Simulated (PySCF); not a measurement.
**ZrBr₂: relaxation and vibrations of the singlet**

The task is one start of a wider search on ZrBr₂: the singlet, from a linear start. It is relaxed, tested by its Hessian and followed downhill if it is a saddle.

Program: PySCF 2.14.0. Level of theory: PBE0, basis Zr def2-TZVP with ECP28, Br def2-TZVP, scalar-relativistic core potentials, no spin–orbit coupling, density fitting. These are calculated values, not measurements.

### Step 1. The system as given

3 atoms, charge 0, spin multiplicity 1.

Bond lengths: Zr1–Br2 2.680 Å, Zr1–Br3 2.680 Å. Angles: Br2–Zr1–Br3 180.0°.

Z-matrix (Å, degrees; charge 0 multiplicity 1):
```
Zr
Br 1 2.6800
Br 1 2.6800 2 180.00
```

### Step 2. The SCF at the typed geometry

One driver script runs all steps and calls PySCF; scf.py shows how it sets up the SCF of each step. The optimiser is the driver's own. After this first run the driver tries any further starts and a stability analysis.

The input, scf.py:

```python
from pyscf import gto, scf, dft
mol = gto.M(atom='''
Zr     0.000000     0.000000     0.000000
Br     0.000000     0.000000     2.680000
Br     0.000000     0.000000    -2.680000''',
    basis={'Zr': 'def2-TZVP', 'Br': 'def2-TZVP'},
    ecp={'Zr': 'def2-TZVP'},
    charge=0, spin=0)
mf = dft.RKS(mol, xc='PBE0')
mf.grids.atom_grid = (50, 194)
aux = {'Zr': 'def2-universal-JKFIT', 'Br': 'def2-universal-JKFIT'}
mf = mf.density_fit(auxbasis=aux)
mf.conv_tol = 1e-08
mf.diis_space = 10
mf.max_cycle = 60
mf.init_guess = 'minao'
mf.verbose = 4
mf.kernel()
```

On the command line:

```sh
$ OMP_NUM_THREADS=4 python axn.py task.json out
```

The log of the run:

```text
init E= -5187.30689868808
cycle= 1 E= -5193.64181688398  delta_E= -6.33  |g|= 2.07  |ddm|= 4.68
  HOMO = 0.0293589984123089  LUMO = 0.031137123085507  gap/eV = 0.04839
cycle= 2 E= -5192.58223528757  delta_E= 1.06  |g|= 2.36  |ddm|= 10.1
  HOMO = -0.191239148211737  LUMO = -0.168784909671619  gap/eV = 0.61101
cycle= 3 E= -5194.73877206516  delta_E= -2.16  |g|= 0.375  |ddm|= 9.87
  HOMO = -0.178940097624619  LUMO = -0.123427256596211  gap/eV = 1.51058
cycle= 4 E= -5194.78052268609  delta_E= -0.0418  |g|= 0.135  |ddm|= 0.383
  HOMO = -0.172467369756683  LUMO = -0.117330565074125  gap/eV = 1.50035
cycle= 5 E= -5194.78529599749  delta_E= -0.00477  |g|= 0.0155  |ddm|= 0.13
  HOMO = -0.176631757646292  LUMO = -0.119619082725196  gap/eV = 1.55139
cycle= 6 E= -5194.78535467166  delta_E= -5.87e-05  |g|= 0.00573  |ddm|= 0.0133
  HOMO = -0.178139883700093  LUMO = -0.12087158548165  gap/eV = 1.55835
cycle= 7 E= -5194.78536679093  delta_E= -1.21e-05  |g|= 0.00106  |ddm|= 0.00756
  HOMO = -0.178034868965114  LUMO = -0.120800076286442  gap/eV = 1.55744
cycle= 8 E= -5194.78536698911  delta_E= -1.98e-07  |g|= 0.00025  |ddm|= 0.000723
  HOMO = -0.177994067621831  LUMO = -0.120766558661378  gap/eV = 1.55724
cycle= 9 E= -5194.78536700265  delta_E= -1.35e-08  |g|= 5.05e-05  |ddm|= 0.000195
  HOMO = -0.177984860877042  LUMO = -0.12075899236089  gap/eV = 1.55720
cycle= 10 E= -5194.78536700367  delta_E= -1.02e-09  |g|= 3.9e-06  |ddm|= 6.1e-05
  HOMO = -0.17798327018843  LUMO = -0.120757764989382  gap/eV = 1.55719
Extra cycle  E= -5194.78536700367  delta_E=    0  |g|= 3.73e-06  |ddm|= 9.76e-06
converged SCF energy = -5194.78536700367
```

This step, with its further starts and checks, ran for 15 s (4 threads of Arm Neoverse V2, shared host).

Energies from each starting density:

| start | energy (Eh) |
| --- | --- |
| the minimal-basis guess | -5194.785367 |
| a thermally smeared density | -5194.796659 |
| a smeared PBE density | -5194.796659 |

This is not the lowest solution: one lies 29.6 kJ/mol lower, at -5194.79666 Eh, and the relaxation starts from that.

### Step 3. Linear start, singlet: relaxation

The program finds D∞h symmetry in the start, which this walk keeps. Threshold on the gradient: 0.0003 Eh/bohr, with a further test on the energy change.

scf.py: that of step 2 with these lines changed.

```diff
@@ -16 +15,0 @@
-mf.init_guess = 'minao'
```

Steps of the walk:

| step | energy (Eh) | change (kJ/mol) | largest symmetric gradient (Eh/bohr) |
| --- | --- | --- | --- |
| 0 | -5194.796659 | 0.00 | 0.03951 |
| 1 | -5194.810292 | -35.79 | 0.02341 |
| 2 | -5194.814193 | -46.04 | 0.01165 |
| 3 | -5194.815000 | -48.15 | 0.00189 |
| 4 | -5194.815024 | -48.22 | 0.00015 |
| 5 | -5194.815024 | -48.22 | 0.00000 |

The walk took 17 s.

Positions (Å) and forces (eV/Å) along the way:

```
step 0
Zr   0.000   0.000   0.000   0.000   0.000   0.000
Br   0.000   0.000   2.680   0.000   0.000  -2.032
Br   0.000   0.000  -2.680   0.000   0.000   2.032
step 1
Zr   0.000   0.000   0.000   0.000   0.000   0.000
Br   0.000   0.000   2.568   0.000   0.000  -1.204
Br   0.000   0.000  -2.568   0.000   0.000   1.204
step 3
Zr   0.000   0.000   0.000   0.000   0.000   0.000
Br   0.000   0.000   2.474   0.000   0.000  -0.097
Br   0.000   0.000  -2.474   0.000   0.000   0.097
step 5
Zr   0.000   0.000   0.000   0.000   0.000   0.000
Br   0.000   0.000   2.467   0.000   0.000   0.000
Br   0.000   0.000  -2.467   0.000   0.000   0.000
```

End point (D∞h, 5 steps, 48.2 kJ/mol gained): Zr–Br 2.467 Å (×2); Br–Zr–Br 180.0°.

### Step 4. Frequencies

The point is checked on the finer grid, and tightened if its gradient asks for it. The Hessian and the dipole derivatives come from central differences of analytic gradients, with steps of 0.02 bohr.

scf.py: that of step 3 with these lines changed.

```diff
@@ -3,3 +3,3 @@
-Zr     0.000000     0.000000     0.000000
-Br     0.000000     0.000000     2.680000
-Br     0.000000     0.000000    -2.680000''',
+Zr    -0.000000     0.000000    -0.000000
+Br     0.000000     0.000000     2.467279
+Br    -0.000000    -0.000000    -2.467279''',
@@ -10 +10 @@
-mf.grids.atom_grid = (50, 194)
+mf.grids.atom_grid = (75, 302)
@@ -13 +13 @@
-mf.conv_tol = 1e-08
+mf.conv_tol = 1e-10
```

This SCF starts from the last density.

SCF at the final geometry:

```text
init E= -5194.81497801996
  HOMO = -0.213849802485171  LUMO = -0.137146928928279  gap/eV = 2.08719
cycle= 1 E= -5194.81497801994  delta_E= 1.64e-11  |g|= 7.49e-06  |ddm|= 1.3e-05
  HOMO = -0.213851844144898  LUMO = -0.137149684478403  gap/eV = 2.08717
Extra cycle  E= -5194.8149780199  delta_E= 4.46e-11  |g|= 1.43e-05  |ddm|= 2.49e-05
converged SCF energy = -5194.8149780199
```

The whole step took 28 s.

Geometry: D∞h; Zr–Br 2.467 Å (×2); Br–Zr–Br 180.0°.

Harmonic modes (main isotopes):

| symmetry | ω (cm⁻¹) | IR (km/mol) | type |
| --- | --- | --- | --- |
| πu | 41i | 2.3 | bend |
| σg+ | 224 | 0.0 | stretch |
| σu+ | 327 | 106 | stretch |

With 2 modes imaginary (up to 41i cm⁻¹) this point is a saddle.

Constants and moments:

```
Dipole moment                                                   : 0.00 D
Highest occupied level                                          : -5.82 eV
Lowest empty level                                              : -3.73 eV
Rotational constants                                            : 0.01754 cm⁻¹
Zero-point energy (real modes)                                  : 3.3 kJ/mol
Principal polarisabilities                                      : 93.2, 93.2, 131.4 bohr³
Atomisation energy without zero-point energy                    : 812 kJ/mol
Principal traceless quadrupole moments about the centre of mass : -6.07, 3.03, 3.03 D Å
```

Populations by atom (charges in e):

| atom | Mulliken | Löwdin | polar tensor | Mayer order to Zr1 |
| --- | --- | --- | --- | --- |
| Zr1 | 0.69 | -0.20 | 1.01 | – |
| Br2,3 | -0.35 | 0.10 | -0.50 | 1.17 |

Mulliken populations on Zr1 (outside its core potential): s 3.26, p 6.24, d 1.77, f 0.03.

### Step 5. Following the imaginary mode

The atoms are moved a little along the softest imaginary mode and relaxed again.

The program finds C2v symmetry in the start, which this walk keeps. The walk stops when the largest gradient is under 0.0003 Eh/bohr and the energy has settled too.

scf.py: that of step 4 with these lines changed.

```diff
@@ -3,3 +3,3 @@
-Zr    -0.000000     0.000000    -0.000000
-Br     0.000000     0.000000     2.467279
-Br    -0.000000    -0.000000    -2.467279''',
+Zr    -0.118645    -0.220053    -0.000000
+Br     0.067581     0.125343     2.467279
+Br     0.067581     0.125343    -2.467279''',
@@ -10 +10 @@
-mf.grids.atom_grid = (75, 302)
+mf.grids.atom_grid = (50, 194)
@@ -13 +13 @@
-mf.conv_tol = 1e-10
+mf.conv_tol = 1e-08
```

The optimiser's trace:

| step | energy (Eh) | change (kJ/mol) | largest symmetric gradient (Eh/bohr) |
| --- | --- | --- | --- |
| 0 | -5194.815407 | 0.00 | 0.00881 |
| 1 | -5194.815948 | -1.42 | 0.00356 |
| 2 | -5194.816161 | -1.98 | 0.00213 |
| 3 | -5194.816338 | -2.44 | 0.00285 |
| 4 | -5194.817663 | -5.92 | 0.00041 |
| 5 | -5194.817674 | -5.95 | 0.00105 |
| 6 | -5194.817677 | -5.96 | 0.00066 |
| 7 | -5194.817680 | -5.97 | 0.00041 |
| 8 | -5194.817683 | -5.97 | 0.00007 |

The walk took 31 s.

It settles in C2v symmetry, 6.0 kJ/mol below the start, after 8 steps: Zr–Br 2.452 Å (×2); Br–Zr–Br 135.9°.

### Step 6. Is it a minimum? Harmonic modes

The same treatment as at the point before.

scf.py: that of step 5 with these lines changed.

```diff
@@ -3,3 +3,3 @@
-Zr    -0.118645    -0.220053    -0.000000
-Br     0.067581     0.125343     2.467279
-Br     0.067581     0.125343    -2.467279''',
+Zr    -0.283253    -0.525353    -0.000000
+Br     0.161014     0.298634     2.265836
+Br     0.161014     0.298634    -2.265836''',
@@ -10 +10 @@
-mf.grids.atom_grid = (50, 194)
+mf.grids.atom_grid = (75, 302)
@@ -13 +13 @@
-mf.conv_tol = 1e-08
+mf.conv_tol = 1e-10
```

SCF at the final geometry:

```text
init E= -5194.81769244473
  HOMO = -0.201015208586099  LUMO = -0.123783441929991  gap/eV = 2.10158
cycle= 1 E= -5194.81769244473  delta_E= 9.09e-13  |g|= 6.44e-06  |ddm|= 1.57e-05
  HOMO = -0.201013487132727  LUMO = -0.123781249840297  gap/eV = 2.10160
Extra cycle  E= -5194.8176924447  delta_E= 3.64e-11  |g|= 1.16e-05  |ddm|= 2.19e-05
converged SCF energy = -5194.8176924447
```

The whole step ran for 49 s (4 threads of Arm Neoverse V2, shared host).

Geometry: C2v; Zr–Br 2.452 Å (×2); Br–Zr–Br 135.1°.

Modes, for the most abundant isotopes:

```csv
symmetry,ω (cm⁻¹),IR (km/mol)
a1,44,0.8
a1,254,7.1
b2,322,62.5
```

All wavenumbers are real: a minimum.

Constants and moments:

```
Dipole moment                                                   : 1.20 D
Highest occupied level                                          : -5.47 eV
Lowest empty level                                              : -3.37 eV
Rotational constants                                            : 0.3358, 0.0208, 0.01959 cm⁻¹
Zero-point energy                                               : 3.7 kJ/mol
Principal polarisabilities                                      : 103.5, 108.5, 125.5 bohr³
Atomisation energy without zero-point energy                    : 819 kJ/mol
Principal traceless quadrupole moments about the centre of mass : -3.68, -0.29, 3.97 D Å
Entropy at 298.15 K and 1 bar                                   : 326.3 J/(mol K)
Heat capacity Cp at 298.15 K                                    : 55.7 J/(mol K)
Enthalpy at 298.15 K above 0 K                                  : 14.43 kJ/mol
Rotational symmetry number                                      : 2
```

Charges (e) and bond orders:

| atom | Mulliken | Löwdin | polar tensor | Mayer order to Zr1 |
| --- | --- | --- | --- | --- |
| Zr1 | 0.67 | -0.26 | 0.90 | – |
| Br2,3 | -0.34 | 0.13 | -0.45 | 1.19 |

Mulliken populations on Zr1 (outside its core potential): s 3.19, p 6.22, d 1.89, f 0.03.

### Step 7. Would spin polarisation lower it?

At the lowest minimum the closed shell is tested against spin polarisation, on the (50, 194) grid. It is unstable: an open-shell solution lies lower. That solution was not followed to a minimum here.

### Step 8. The points found, side by side

| spin | group | bonds | imaginary modes (cm⁻¹) | ΔE (kJ/mol) | with zero-point energy |
| --- | --- | --- | --- | --- | --- |
| singlet | C2v | Zr–Br 2.452 Å (×2) | none | 0.0 | 0.0 |
| singlet | D∞h | Zr–Br 2.467 Å (×2) | 41i, 41i | 7.1 | – |

### Step 9. What came out

| quantity | value |
| --- | --- |
| minimum | singlet, C2v (closed shell, unstable towards spin polarisation) |
| geometry | Zr–Br 2.452 Å (×2); Br–Zr–Br 135.1° |
| wavenumbers (cm⁻¹) | 44 (a1), 254 (a1), 322 (b2) |
| dipole moment | 1.20 D |
| highest occupied, lowest empty level | -5.47, -3.37 eV |
| polar-tensor charge of Zr1 | +0.90 e |
| zero-point energy | 3.7 kJ/mol |

The linear start (D∞h) ends in a minimum of C2v symmetry, after a stop at a second-order saddle point 7.1 kJ/mol higher, from which it was pushed off along an imaginary mode. The strongest infrared band lies at 322 cm⁻¹ (b2, stretch). The first SCF alone would have been 30 kJ/mol too high. Other starts or spin states, not run here, may lie lower. The closed shell proved unstable towards spin polarisation, so a lower open-shell solution exists.

The search up to here took 2.4 min.
